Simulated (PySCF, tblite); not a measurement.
**C₆H₆N₃ radical: geometry, infrared bands and EPR parameters**

Aim: predict the infrared bands and EPR parameters of C₆H₆N₃ radical (`[H]/N=C\c1n[c]cnc1C`).

The runs use tblite 0.8.0 and PySCF 2.14.0, with density-fitted response routines of our own; the level of theory stands in each step. All values are computed, except where a source is named. Atoms are numbered from 0 throughout.

## (1) The starting structure

15 atoms, charge 0, multiplicity 2; geometry from: force field or distance geometry start.

Bonds of the start (Å): C0–C1 1.48, C1–N2 1.38, N2–C3 1.34, C3–C4 1.37, C4–N5 1.37, N5–C6 1.34, C6–C7 1.45, C7–N8 1.29, C6–C1 1.38, C0–H9 1.13, C0–H10 1.13, C0–H11 1.10, C3–H12 1.08, C7–H13 1.08, N8–H14 1.03.

## (2) Optimising the geometry with GFN2-xTB

Job settings and geometry (Å):

```
{"job": {"kind": "relax", "xc": "GFN2-xTB", "basis": "xTB"}, "charge": 0, "multiplicity": 2}
C     -1.022300    -1.425200     0.423000
C      0.156800    -0.556600     0.193100
N      1.368200    -1.212500     0.180300
C      2.505500    -0.524400    -0.024600
C      2.431800     0.834500    -0.179200
N      1.225300     1.481400    -0.162500
C      0.077900     0.814500     0.029100
C     -1.216700     1.476100     0.071000
N     -1.859000     1.832100    -0.992000
H     -1.815000    -1.228100    -0.352000
H     -0.753400    -2.509200     0.281200
H     -1.443800    -1.235700     1.422600
H      3.444800    -1.061700    -0.023800
H     -1.643100     1.651500     1.042500
H     -1.461600     1.671300    -1.930600
```

Run with:

```
> OMP_NUM_THREADS=1 python probes_run.py task.json out
```

The driver reads the jobs from task.json and runs them one after another.

**Question.** This job is followed by: GFN2-xTB harmonic vibrations, gas phase; UKS B3LYP, pcH-1 on C H N, non-relativistic, mean-field spin-orbit, GIAO. Predict these results of the whole session: strongest single infrared mode (GFN2-xTB); zero-point energy (GFN2-xTB); g(iso) (B3LYP); ⟨S²⟩; largest a(iso) (averaged by class); potential on the surface of density 0.002 e/bohr³, 1st and 99th percentile.

**Answer**, as computed:

```
                                                                  quantity                  value
                                 strongest single infrared mode (GFN2-xTB)  1696 cm⁻¹, 120 km/mol
                                              zero-point energy (GFN2-xTB)          68.5 kcal/mol
                                                            g(iso) (B3LYP)                2.00225
                                                                      ⟨S²⟩     0.755 (exact 0.75)
                                        largest a(iso) (averaged by class)   13C on C4, 515.6 MHz
potential on the surface of density 0.002 e/bohr³, 1st and 99th percentile     -1.69 V and 1.18 V
```

The optimisation took 112 steps and gained 0.626 eV; among the close pairs (by a distance rule), C4–N5 changed most, from 1.369 to 1.281 Å. All 39 modes are real, so the xTB geometry is a minimum. The strongest single mode, at 1696 cm⁻¹, moves mainly C7 and N8. GFN2-xTB is a fitted tight-binding method: band positions and strengths are rough. Its intensities can rank the bands wrongly. Most of the unpaired spin sits on C4 (0.79 e). The isotropic g lies 0.1 ppt below the free-electron value. The conformer search found further structures of the same energy, which may be mirror or relabelled copies of this one.
